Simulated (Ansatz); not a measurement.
**Nudged elastic band run: H$_{5}$C$_{16}$F**

Input file:

```yaml
crystal:
  lattice:
    - [5.048742, 0.0, 0.0]
    - [2.524371, 4.372339, 0.0]
    - [0.0, 0.0, 16.676426]
  atoms:
    - { symbol: H, position: [0.1666667, 0.1666667, 0.0599649] }
    - { symbol: H, position: [0.6666667, 0.1666667, 0.0599649] }
    - { symbol: H, position: [0.1666667, 0.6666667, 0.0599649] }
    - { symbol: H, position: [0.6666667, 0.6666667, 0.0599649] }
    - { symbol: C, position: [0.1666667, 0.1666667, 0.1259263] }
    - { symbol: C, position: [0.6666667, 0.1666667, 0.1259263] }
    - { symbol: C, position: [0.1666667, 0.6666667, 0.1259263] }
    - { symbol: C, position: [0.6666667, 0.6666667, 0.1259263] }
    - { symbol: C, position: [-0.1666667, 0.3333333, 0.1568253] }
    - { symbol: C, position: [0.3333333, 0.3333333, 0.1568253] }
    - { symbol: C, position: [-0.1666667, 0.8333333, 0.1568253] }
    - { symbol: C, position: [0.3333333, 0.8333333, 0.1568253] }
    - { symbol: C, position: [-0.16518664, 0.3347644, 0.25626035] }
    - { symbol: C, position: [0.33168347, 0.33370337, 0.25546161] }
    - { symbol: C, position: [-0.16625276, 0.8316961, 0.25559239] }
    - { symbol: C, position: [0.33375163, 0.83382947, 0.25694198] }
    - { symbol: C, position: [-0.00050981, 0.00038581, 0.27037041] }
    - { symbol: C, position: [0.50052315, 0.00047503, 0.27256316] }
    - { symbol: C, position: [0.00025483, 0.50019129, 0.28102118] }
    - { symbol: C, position: [0.50037831, 0.49949738, 0.27017982] }
    - { symbol: F, position: [0.14490476, 0.62166337, 0.41847864] }
    - { symbol: H, position: [0.06048855, 0.55018391, 0.37323617] }
basis:
  ecutwfc: 420.0
kpoints:
  mp_grid: { grid: [3, 3, 1] }
hamiltonian:
  xc: pbe
  dispersion: d3bj
  pseudopotentials: { kind: paw, azcp: { folder: soft_1 } }
scf:
  occupations: { method: gaussian, width: 0.05 }
  lower_state_search: "off"
  max_iter: 74
neb:
  images: 4
  f_tol: 0.05
  max_iterations: 31
  order_check: false
  climbing: false
  constraints: [{ sites: [0, 1, 2, 3, 4, 5, 6, 7, 8, 9, 10, 11] }]
  final_atoms:
    - { symbol: H, position: [0.16666667, 0.16666667, 0.05996489] }
    - { symbol: H, position: [0.66666666, 0.16666667, 0.05996489] }
    - { symbol: H, position: [0.16666663, 0.6666667, 0.05996489] }
    - { symbol: H, position: [0.66666667, 0.6666667, 0.05996489] }
    - { symbol: C, position: [0.16666667, 0.16666667, 0.12592626] }
    - { symbol: C, position: [0.66666666, 0.16666667, 0.12592626] }
    - { symbol: C, position: [0.16666663, 0.6666667, 0.12592626] }
    - { symbol: C, position: [0.66666667, 0.6666667, 0.12592626] }
    - { symbol: C, position: [-0.1666667, 0.33333335, 0.15682528] }
    - { symbol: C, position: [0.33333334, 0.33333335, 0.15682528] }
    - { symbol: C, position: [-0.16666668, 0.83333337, 0.15682528] }
    - { symbol: C, position: [0.33333331, 0.83333337, 0.15682528] }
    - { symbol: C, position: [-0.16158966, 0.32490684, 0.2506438] }
    - { symbol: C, position: [0.33668283, 0.32490684, 0.2506438] }
    - { symbol: C, position: [-0.16465197, 0.82930393, 0.25595973] }
    - { symbol: C, position: [0.33564484, 0.82871031, 0.25316822] }
    - { symbol: C, position: [0.00408688, -0.00818861, 0.27183805] }
    - { symbol: C, position: [0.50410174, -0.00818861, 0.27183805] }
    - { symbol: C, position: [0.00467439, 0.49065122, 0.28186304] }
    - { symbol: C, position: [0.50500675, 0.48998651, 0.28017949] }
    - { symbol: F, position: [0.50899918, 0.48200165, 0.36440063] }
    - { symbol: H, position: [0.00854452, 0.48291096, 0.34753156] }
```

Launched with:

```bash
$ ansatz run input.yaml --threads 1 --pin off --max-ram 3072MiB --backend cpu --events-out ev --progress --plain --runs-dir out
```

Output, in part (warnings, iteration lines):

```
NEB end point (image 0): max|allowed force component| = 1.810e-2 eV/Å (the criterion of neb.relax_end_points is 1.000e-2)
NEB end point (image 5): max|allowed force component| = 1.128e-2 eV/Å (the criterion of neb.relax_end_points is 1.000e-2)
NEB iter   1: max|band force component| = 3.559e0 eV/Å  barrier→ = 0.1800 eV  barrier← = 3.5013 eV  Δτ_max = 0.1934 Å  (82 SCF iters)
NEB iter   2: max|band force component| = 1.906e0 eV/Å  barrier→ = 0.0330 eV  barrier← = 3.3543 eV  Δτ_max = 0.1663 Å  (44 SCF iters)
NEB iter   3: max|band force component| = 3.225e0 eV/Å  barrier→ = 0.0185 eV  barrier← = 3.3399 eV  Δτ_max = 0.0820 Å  (45 SCF iters)
NEB iter   4: max|band force component| = 3.820e-1 eV/Å  barrier→ = 0.0000 eV  barrier← = 3.3214 eV  Δτ_max = 0.0195 Å  (40 SCF iters)
NEB iter   5: max|band force component| = 3.242e-1 eV/Å  barrier→ = 0.0000 eV  barrier← = 3.3214 eV  Δτ_max = 0.1484 Å  (34 SCF iters)
NEB iter   6: max|band force component| = 8.452e-1 eV/Å  barrier→ = 0.0000 eV  barrier← = 3.3214 eV  Δτ_max = 0.0287 Å  (42 SCF iters)
NEB iter   7: max|band force component| = 3.239e-1 eV/Å  barrier→ = 0.0000 eV  barrier← = 3.3214 eV  Δτ_max = 0.0378 Å  (35 SCF iters)
NEB iter   8: max|band force component| = 1.161e-1 eV/Å  barrier→ = 0.0000 eV  barrier← = 3.3214 eV  Δτ_max = 0.0139 Å  (35 SCF iters)
NEB iter   9: max|band force component| = 2.917e-2 eV/Å  barrier→ = 0.0000 eV  barrier← = 3.3214 eV  Δτ_max = 0.0000 Å  (37 SCF iters)
```

The run converged. The highest image is an end point: on this band no image between the ends rises above it. Limits of this set-up: coarse k mesh, thin slab, slab without dipole correction.

Final band (atoms are numbered from 1 in the order of the input):

| image | path coordinate (Å) | energy (eV) | C19–H22 (Å) | C20–F21 (Å) |
| --- | --- | --- | --- | --- |
| 0 | 0.00 | 0.000 | 1.61 | 2.93 |
| 1 | 0.46 | -0.131 | 1.20 | 2.71 |
| 2 | 0.91 | -0.642 | 1.11 | 2.30 |
| 3 | 1.37 | -1.643 | 1.09 | 1.80 |
| 4 | 1.82 | -2.976 | 1.09 | 1.45 |
| 5 | 2.28 | -3.321 | 1.10 | 1.40 |

Time of the run: 6.5 min on 1 thread of Arm Neoverse V2, on a shared host, peak memory 0.71 GiB.
